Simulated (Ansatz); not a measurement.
# CH7GaSi (SMILES [CH3][GaH][SiH3]): levels of theory compared

Aim: a comparison of 6 runs (HF/STO-3G, HF/6-31G*, HSE06/6-31G*, revPBE/6-31G*, wB97M-V/6-31G*, RPA@PBE/6-31G*) of CH7GaSi. 

The calculation is run with Ansatz 0.2.0.

71 further runs of the same task are left out: 71 set aside as unsound or not needed.

## Step 1: The structure to begin with

CH7GaSi has 10 atoms, charge 0, and is taken as a singlet. SMILES: `[CH3][GaH][SiH3]`. The C1–H6 distance was set to 1.421 Å, away from the relaxed value.

Bond lengths: C1–Ga2 1.971 Å, Ga2–Si3 2.419 Å, C1–H4 1.090 Å, C1–H5 1.094 Å, Ga2–H7 1.578 Å, Si3–H8 1.492 Å, Si3–H9 1.489 Å, Si3–H10 1.492 Å. Some angles: C1–Ga2–Si3 120.8°, C1–Ga2–H7 118.1°, Si3–Ga2–H7 121.0°, Ga2–C1–H4 113.1°, Ga2–C1–H5 109.2°, Ga2–Si3–H8 110.2°, Ga2–Si3–H9 114.2°, Ga2–Si3–H10 110.2°, H4–C1–H5 108.5°, H8–Si3–H9 107.6°. A long bond or contact: C1–H6 1.421 Å.

## Step 2: The energy at HF/STO-3G (run 1)

Contents of input.yaml:

```yaml
crystal:
  periodic: [false, false, false]
  atoms:
    - {symbol: C, position_ang: [-1.024034, 1.141391, -0.803242]}
    - {symbol: Ga, position_ang: [0.660766, 0.406591, -0.090742]}
    - {symbol: Si, position_ang: [0.885966, -1.958009, 0.366658]}
    - {symbol: H, position_ang: [-1.825034, 0.403891, -0.854442]}
    - {symbol: H, position_ang: [-0.847734, 1.532691, -1.810042]}
    - {symbol: H, position_ang: [-1.454200, 2.236500, -0.005700]}
    - {symbol: H, position_ang: [1.858866, 1.401891, 0.161958]}
    - {symbol: H, position_ang: [0.630266, -2.748909, -0.872842]}
    - {symbol: H, position_ang: [2.224266, -2.353609, 0.885658]}
    - {symbol: H, position_ang: [-0.132434, -2.387809, 1.369258]}
basis:
  gaussian: {orbitals: STO-3G}
accuracy: high
output: {orbitals: {seedname: orbitals}}
total_charge: 0
hamiltonian: {xc: hf}
```

Launch:

```console
$ ansatz run input.yaml --threads 1 --pin off --max-ram 3480MiB --events-out events.jsonl --progress --plain --runs-dir runs
```

The program printed:

```text
Warning: RAYON_NUM_THREADS=1 ignored (pool sized by the plan → 1); use --threads N
Functional definition: HF
  name "HF"
  exchange = exact_x
  correlation = 0
666 factors; integrals over basis functions are off by at most 3.1e-9 eV
mean field evaluation 1: about -60623.0763 eV, gradient 1.2e1 eV
mean field evaluation 2: about -60623.1269 eV, gradient 1.2e1 eV
mean field evaluation 4: about -60624.0865 eV, gradient 6.8e-1 eV
mean field evaluation 8: about -60624.0941 eV, gradient 1.8e-1 eV
mean field evaluation 16: about -60624.1219 eV, gradient 3.3e-1 eV
mean field evaluation 32: about -60624.0919 eV, gradient 3.4e-1 eV
mean field evaluation 64: about -60618.3662 eV, gradient 3.5e1 eV
mean field evaluation 96: about -60624.1141 eV, gradient 6.0e-1 eV
mean field evaluation 128: about -60624.0953 eV, gradient 3.3e-1 eV
mean field -60624.12251076 eV, -2227.8954097642 hartree, gradient 2.7e-8 eV, S^2 0.000000; 1 other end points of the search recorded, 0 dependent functions left out
reference -60624.12251076 eV, -2227.8954097642 hartree; 29, 29 occupied and 10, 10 virtual orbitals, 666 factors
Total energy: -60624.12251076 eV, -2227.8954097642 hartree
```

It took 1.3 s on 1 thread of Arm Neoverse V1, shared host.

## Step 3: The energy at HF/6-31G(d) (spherical functions) (run 2)

Contents of run.yaml:

```yaml
crystal:
  periodic: [false, false, false]
  atoms:
    - {symbol: C, position_ang: [-1.024034, 1.141391, -0.803242]}
    - {symbol: Ga, position_ang: [0.660766, 0.406591, -0.090742]}
    - {symbol: Si, position_ang: [0.885966, -1.958009, 0.366658]}
    - {symbol: H, position_ang: [-1.825034, 0.403891, -0.854442]}
    - {symbol: H, position_ang: [-0.847734, 1.532691, -1.810042]}
    - {symbol: H, position_ang: [-1.454200, 2.236500, -0.005700]}
    - {symbol: H, position_ang: [1.858866, 1.401891, 0.161958]}
    - {symbol: H, position_ang: [0.630266, -2.748909, -0.872842]}
    - {symbol: H, position_ang: [2.224266, -2.353609, 0.885658]}
    - {symbol: H, position_ang: [-0.132434, -2.387809, 1.369258]}
basis:
  gaussian:
    orbitals: 6-31G_st_-spherical.json
hamiltonian:
  xc: hf
accuracy: high
output:
  orbitals: {seedname: orbitals}
```

The basis set 6-31G* is read from a file made from the Basis Set Exchange's data (not shown).

Launch:

```console
$ ansatz run run.yaml --threads 1 --pin off --max-ram 3480MiB --events-out events.jsonl --progress --plain --runs-dir runs
```

The program printed:

```text
Warning: RAYON_NUM_THREADS=1 ignored (pool sized by the plan → 1); use --threads N
[... 4 set-up lines as earlier in the session ...]
1764 factors; integrals over basis functions are off by at most 8.5e-9 eV
mean field evaluation 1: about -61326.1735 eV, gradient 2.1e1 eV
mean field evaluation 2: about -61326.2561 eV, gradient 2.1e1 eV
mean field evaluation 4: about -61327.9086 eV, gradient 2.7e0 eV
mean field evaluation 8: about -61327.9422 eV, gradient 1.9e-1 eV
mean field -61327.94233606 eV, -2253.7603112780 hartree, gradient 8.5e-8 eV, S^2 0.000000; 0 other end points of the search recorded, 0 dependent functions left out
reference -61327.94233606 eV, -2253.7603112780 hartree; 29, 29 occupied and 49, 49 virtual orbitals, 1764 factors
Total energy: -61327.94233606 eV, -2253.7603112780 hartree
```

Run time: 2.9 s. Hardware: 1 thread of Arm Neoverse V1, shared host; peak memory 0.22 GiB.

Runs 3 to 5 aren't shown in full; the table further down has their settings and results.

## Step 4: The energy at RPA@PBE/6-31G(d) (spherical functions) (run 6)

Changes to input.yaml since step 2:

```diff
@@ -1 +1,4 @@
+basis:
+  gaussian:
+    orbitals: 6-31G_st_-spherical.json
 crystal:
@@ -13,7 +16,9 @@
     - {symbol: H, position_ang: [-0.132434, -2.387809, 1.369258]}
-basis:
-  gaussian: {orbitals: STO-3G}
+magnetization:
+  spin_polarized: false
+hamiltonian:
+  xc: {name: PBE}
+correlation:
+  method: rpa
+  frozen_orbitals: {C: 1, Ga: 9, H: 0, Si: 5}
 accuracy: high
-output: {orbitals: {seedname: orbitals}}
-total_charge: 0
-hamiltonian: {xc: hf}
```

The basis set 6-31G* is read from a file made from the Basis Set Exchange's data (not shown).

Launch:

```console
$ ansatz run input.yaml --threads 1 --pin off --max-ram 3480MiB --events-out events.jsonl --progress --plain --runs-dir runs
```

The program printed:

```text
Warning: RAYON_NUM_THREADS=1 ignored (pool sized by the plan → 1); use --threads N
Functional definition: PBE
  name "PBE"
  parameter kappa = 0.804
  parameter beta = 0.06672455060314922
  exchange = pbe_x(kappa = kappa, mu = beta*pi^2/3)
  correlation = pbe_c(beta = beta)
1764 factors; integrals over basis functions are off by at most 8.5e-9 eV
mean field evaluation 1: about -61376.1498 eV, gradient 5.7e1 eV
mean field evaluation 2: about -61376.1331 eV, gradient 5.7e1 eV
mean field evaluation 4: about -61382.9551 eV, gradient 1.0e1 eV
mean field evaluation 8: about -61383.3637 eV, gradient 3.2e-1 eV
mean field evaluation 16: about -61383.3641 eV, gradient 4.8e-5 eV
mean field -61383.36405837 eV, -2255.7970220065 hartree, gradient 7.5e-8 eV, S^2 0.000000; 0 other end points of the search recorded, 0 dependent functions left out
15 core orbitals not correlated: weight in the atoms' cores, before any rotation towards them, 1.000 or more for the frozen orbitals, at most 0.000 for the correlated occupied ones
reference -61326.80137270 eV, -2253.7183816478 hartree; 14, 14 occupied and 49, 49 virtual orbitals, 1764 factors
Total energy: -61346.84546687 eV, -2254.4549885221 hartree
```

It took 15 s on 1 thread of Arm Neoverse V1, shared host; peak memory 0.27 GiB.

## Step 5: Overview of the runs

```csv
run,level,frozen core orbitals,energy (Eh),HOMO energy (eV),LUMO energy (eV),HOMO–LUMO gap (eV),wall time
1,HF/STO-3G,–,-2227.895410,-6.74,4.75,11.50,1.3 s
2,HF/6-31G* (spherical functions),–,-2253.760311,-9.78,1.00,10.78,2.9 s
3,HSE06/6-31G* (spherical functions),–,-2255.867617,-6.89,-2.07,4.82,11 s
4,revPBE/6-31G* (spherical functions),–,-2256.098966,-6.15,-2.37,3.79,7.8 s
5,wB97M-V/6-31G* (spherical functions),–,-2256.138760,-9.26,-0.03,9.24,1.8 min
6,RPA@PBE/6-31G* (spherical functions),15,-2254.454989,–,–,–,15 s
```

## Step 6: Summary of results

```
                               quantity           value
                    run 6: total energy  -2254.45499 Eh
run 6: RPA correlation energy (valence)      -736.6 mEh
```

What this shows: Over runs 1, 2, 3, 4, 5 the HOMO–LUMO gap runs from 3.79 eV (revPBE/6-31G*) to 11.50 eV (HF/STO-3G). The two ends differ in method and basis. Totals of different functionals can't be ranked against each other. In run 1 the basis is minimal, so the values are rough. All runs together took 2.4 min, the longest 1.8 min.
